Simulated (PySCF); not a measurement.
# C24H12F6O2: the cost of one run

Computed with PySCF 2.14.0 and routines of our own; the level stands in each step. Atoms count from 0.

## (1) The starting structure

44 atoms, charge 0, multiplicity 1; geometry from: GFN2-xTB.

## (2) Electronic excitations: TDA wB97X-D/def2-SVP in toluene

Job settings and geometry (Å):

```
{"job": {"kind": "uv", "basis": "def2-SVP", "grid": 1, "kgrid": 0, "vcut": 1.5, "nstates": 8, "ntriplets": 0, "tda": true, "delta": [], "pop": false, "xc": "wB97X-D", "solvent": "toluene", "pol": false}, "charge": 0, "multiplicity": 1}
F     -0.304268     1.511543     5.272405
C     -0.352129     1.954656     4.017959
F     -1.254692     2.920228     3.868545
C      0.413423     1.489499     3.032481
F      1.289250     0.503202     3.293461
O      0.362580     1.936604     1.777285
C      1.210390     1.317742     0.842885
C      2.563928     1.681422     0.792270
C      3.378904     1.107231    -0.140674
C      2.880236     0.148375    -1.046746
C      3.708010    -0.464968    -2.010307
C      3.203782    -1.392541    -2.878236
C      1.847087    -1.747808    -2.823394
C      1.016452    -1.175386    -1.900751
C      1.509183    -0.216595    -0.990454
C      0.676136     0.389276    -0.016982
C     -0.772147     0.090381     0.066280
C     -1.654333     0.896227    -0.611474
O     -1.145176     1.964226    -1.369827
C     -1.070255     1.790941    -2.689837
F     -1.514268     0.618986    -3.177116
C     -0.577994     2.698429    -3.531069
F     -0.502567     2.530111    -4.849598
F     -0.106132     3.884223    -3.155943
C     -3.041370     0.699511    -0.542527
C     -3.537895    -0.315127     0.224511
C     -2.675373    -1.171502     0.940138
C     -3.167353    -2.232237     1.729457
C     -2.313067    -3.050904     2.413396
C     -0.926756    -2.843831     2.342102
C     -0.414728    -1.827011     1.585148
C     -1.271984    -0.967831     0.865771
H      2.933064     2.417384     1.489421
H      4.421669     1.379947    -0.197127
H      4.750951    -0.186751    -2.045013
H      3.845099    -1.860938    -3.610139
H      1.462126    -2.479681    -3.517070
H     -0.026945    -1.451004    -1.856269
H     -3.691132     1.362102    -1.093201
H     -4.602845    -0.477197     0.293527
H     -4.235444    -2.385042     1.778210
H     -2.697886    -3.863452     3.011897
H     -0.264530    -3.496466     2.890141
H      0.652304    -1.669585     1.527673
```

Level: TDA wB97X-D/def2-SVP, vertical, IEF-PCM toluene (non-equilibrium linear response), core orbitals frozen in the response, virtual orbitals cut by energy.

Started as:

```bash
$ OMP_NUM_THREADS=2 python large_run.py task.json out
```

One launch serves the whole session: the jobs run in the order shown.

**Question.** How long does this job take on 2 threads of Arm Neoverse N1, shared host, and how much memory does it need?

About 4 min, with a peak of 1.7 GiB.
